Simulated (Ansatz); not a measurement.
## ClFH₂NNbO, SMILES [NH]=[Nb]([OH])([F])[Cl]: a single point in a Gaussian basis, step by step

Program: Ansatz 0.2.0, Python API.

The cells in order, each with its output:

```python
import ansatz as az
```

```python
mol = (
    az.Crystal.molecule()
    .atom("N", (-1.1689, 1.0822, -0.1252))
    .atom("Nb", (0.2202, -0.0526, 0.2599))
    .atom("O", (0.2462, -1.5387, -1.1291))
    .atom("F", (0.0381, -0.816, 2.0636))
    .atom("Cl", (2.2915, 1.1618, 0.1849))
    .atom("H", (-1.0312, 2.1362, -0.3346))
    .atom("H", (-0.5347, -2.0409, -0.9652))
)
```

```python
calculation = mol.calculation()
calculation = calculation.basis(gaussian="def2-TZVP")
calculation = calculation.correlation("ccsd")
trace = []
out = calculation.session().plan().execute(on_event=trace.append)
r = out.report
```

    

```python
r["converged"], r["free_energy_ev"]
```

    (True, -20335.809989433834)

```python
for event in trace:
    if event["event"] == "mean_field_evaluation" and event["data"]["evaluation"] <= 25:
        print("pass {evaluation:3d}  E = {energy_ev:.6f} eV  gradient {gradient_ev:.1e}".format(**event["data"]))
```

    pass   1  E = -20288.417047 eV  gradient 7.7e+01
    pass   2  E = -20288.583840 eV  gradient 7.8e+01
    pass   3  E = -20269.934346 eV  gradient 1.3e+02
    pass   4  E = -20300.354821 eV  gradient 1.3e+01
    pass   5  E = -20300.661355 eV  gradient 5.7e+00
    pass   6  E = -20300.729284 eV  gradient 1.3e+00
    pass   7  E = -20300.729818 eV  gradient 1.3e+00
    pass   8  E = -20300.765734 eV  gradient 1.4e+00
    pass   9  E = -20300.775353 eV  gradient 5.8e-01
    pass  10  E = -20300.778248 eV  gradient 2.6e-01
    pass  11  E = -20300.778257 eV  gradient 2.6e-01
    pass  12  E = -20300.779052 eV  gradient 3.0e-03
    pass  13  E = -20300.779053 eV  gradient 4.4e-03
    pass  14  E = -20300.779053 eV  gradient 2.4e-06
    pass  15  E = -20300.779053 eV  gradient 4.2e-05
    pass  16  E = -20300.779053 eV  gradient 1.8e-06
    pass  17  E = -20300.779053 eV  gradient 2.0e-06
    pass  18  E = -20288.419071 eV  gradient 7.7e+01
    pass  19  E = -20270.075103 eV  gradient 1.3e+02
    pass  20  E = -20300.061225 eV  gradient 1.3e+01
    pass  21  E = -20300.369121 eV  gradient 5.6e+00
    pass  22  E = -20300.434030 eV  gradient 1.3e+00
    pass  23  E = -20300.758545 eV  gradient 2.3e+00
    pass  24  E = -20300.775233 eV  gradient 6.7e-01
    pass  25  E = -20300.777924 eV  gradient 3.6e-01

```python
print("reference energy %16.6f eV" % r["reference_energy_ev"])
print("total energy     %16.6f eV" % r["free_energy_ev"])
print("occupied (up, down):", r["n_occupied"], " virtual:", r["n_virtual"], " frozen:", r["n_frozen"])
```

    reference energy    -20300.779053 eV
    total energy        -20335.809989 eV
    occupied (up, down): [20, 20]  virtual: [154, 154]  frozen: 8

```python
parts = r["correlation"]
for name in ("random_phase", "coupled_cluster", "perturbative"):
    if name in parts:
        print(f"{name:16s} {parts[name]['energy']['hartree']:12.7f} Ha")
if "second_order" in parts:
    pair = parts["second_order"]
    print(f"MP2 same spin {pair['same_spin']['hartree']:.7f} Ha, opposite spin {pair['opposite_spin']['hartree']:.7f} Ha")
```

    coupled_cluster    -1.2873632 Ha
    MP2 same spin -0.3687044 Ha, opposite spin -0.9453611 Ha

Reading the output:
- Total energies depend on the basis set; only differences at equal settings carry meaning.
- The geometry is a force-field or estimated start, not a minimum of this method, and the basis set is short of its limit.
- def2 sets replace the cores of elements past krypton by effective core potentials.
- Early passes use coarser integrals and grids, so their energies can't be compared with the last.
- Run time: 93 s on 1 thread of Intel(R) Xeon(R) Platinum 8259CL CPU @ 2.50GHz (Skylake/Cascade Lake), on a shared host, peak memory 2.3 GiB.

(Lines on the test bed's own set-up are left out of the output.)
